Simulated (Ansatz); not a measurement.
# GaIF2: a ladder of functionals and wavefunction methods

Aim: compute GaIF2 with functionals from several rungs and with coupled cluster, and see how far each lands from CCSD(T) at the basis-set limit for the atomisation energy.

The runs use Ansatz 0.2.0, Gaussian basis; functionals in def2-TZVPP, the program's frozen cores in correlated methods.

The runs, in order: LDA (SPW92), PBE-D4, revPBE-D4, BLYP-D4, r2SCAN-D4, B97M-V, PBE0-D4, B3LYP-D4, r2SCANh-D4, r2SCAN0-D4, HSE06-D4, BHLYP-D4, CAM-B3LYP-D4, LC-ωPBE, ωB97X-V, ωB97M-V, B2PLYP, PBE-QIDH; CCSD(T)/def2-SVP; CCSD(T)/def2-TZVPP; MP2/def2-QZVPP; extrapolation to the limit; RPA on PBE.

## 1. The relaxed structure

An earlier PBE0-D4 in a triple-zeta def2 set relaxation fixed the geometry. I takes the def2 core potential; no spin-orbit term is included.

SMILES `[F][Ga]([F])[I]`, 4 atoms, charge 0, spin multiplicity 1.

Atoms are counted from 1 here; the program's logs count them from 0.

Bond lengths: F1–Ga2 1.734 Å, Ga2–F3 1.734 Å, Ga2–I4 2.432 Å. Angles: F1–Ga2–F3 114.8°, F1–Ga2–I4 122.6°, F3–Ga2–I4 122.6°.

## 2. LDA

This LDA is Slater exchange with PW92 correlation.

Input file in.yaml:

```yaml
crystal:
  periodic: [false, false, false]
  atoms:
    - {symbol: F, position_ang: [-0.743787, -0.500159, 1.570179]}
    - {symbol: Ga, position_ang: [0.075745, -0.087809, 0.098315]}
    - {symbol: F, position_ang: [1.716675, -0.640667, -0.000425]}
    - {symbol: I, position_ang: [-0.993035, 1.168334, -1.688369]}
basis:
  gaussian: {orbitals: def2-TZVPP}
hamiltonian: {xc: lda}
output: {orbitals: {seedname: orbitals}}
```

Started as:

```console
$ ansatz run in.yaml --threads 4 --pin off --events-out ev --progress --plain --max-ram 10444MiB
```

Further steps of the session: PBE-D4 (GGA); revPBE-D4 (GGA); BLYP-D4 (GGA); r2SCAN-D4 (meta-GGA); B97M-V (meta-GGA); PBE0-D4 (hybrid); B3LYP-D4 (hybrid); r2SCANh-D4 (hybrid); r2SCAN0-D4 (hybrid); HSE06-D4 (hybrid); BHLYP-D4 (hybrid); CAM-B3LYP-D4 (range-separated); LC-ωPBE (range-separated); ωB97X-V (range-separated); ωB97M-V (range-separated); B2PLYP (double hybrid); PBE-QIDH (double hybrid); CCSD(T) in def2-SVP; CCSD(T) in def2-TZVPP; MP2 in def2-QZVPP; RPA on PBE orbitals.

Q: Predict the results of all the runs planned. Wanted: atomisation energy, CCSD(T)/CBS; farthest beyond LDA; mean size of error, GGA; mean size of error, meta-GGA; mean size of error, hybrid; mean size of error, range-separated; mean size of error, double hybrid; gap, smallest and largest; T1 diagnostic.

As calculated:

| quantity | value |
| --- | --- |
| atomisation energy, CCSD(T)/CBS | 1231.0 kJ/mol |
| functionals within 12.3 kJ/mol (1.0 %) | PBE-D4, r2SCAN-D4 |
| farthest beyond LDA | BHLYP-D4 (-110.6 kJ/mol) |
| mean size of error, GGA | 31.8 kJ/mol |
| mean size of error, meta-GGA | 15.5 kJ/mol |
| mean size of error, hybrid | 53.1 kJ/mol |
| mean size of error, range-separated | 24.7 kJ/mol |
| mean size of error, double hybrid | 26.0 kJ/mol |
| gap, smallest and largest | 4.04 eV (BLYP-D4), 11.17 eV (LC-ωPBE) |
| T1 diagnostic | 0.0125 |
| triples share of the correlation energy | 2.8 % |

The LDA atomisation energy is off by 208.2 kJ/mol (17 %): it overbinds. PBE-D4 misses by +10.4 kJ/mol. Double hybrids carry the basis error of their MP2 part in triple zeta, and no dispersion term here, so their miss is partly the set-up's. By mean error the best rung here is meta-GGA (15.5 kJ/mol) and the worst beyond LDA is hybrid (53.1 kJ/mol). The mean of the hybrids holds BHLYP, with half exact exchange. RPA and LDA stand outside this count. Misses under about 12.3 kJ/mol are within the doubt on the reference itself, which lacks core-valence correlation, spin-orbit coupling and higher excitations, and its outer-core shells are covered unevenly. All levels share the lack of spin-orbit coupling, which lowers the free heavy atoms and so the true binding. Hartree-Fock recovers 68 % of the binding; the rest is correlation. CCSD(T) in def2-SVP is off by -88.7 kJ/mol, worse than the median functional, from the basis alone. The gap grows from 4.0 to 11.2 eV across the functionals, mostly with the share of exact exchange. Correlated methods include outer-core shells of Ga, I, which these sets cover unevenly.
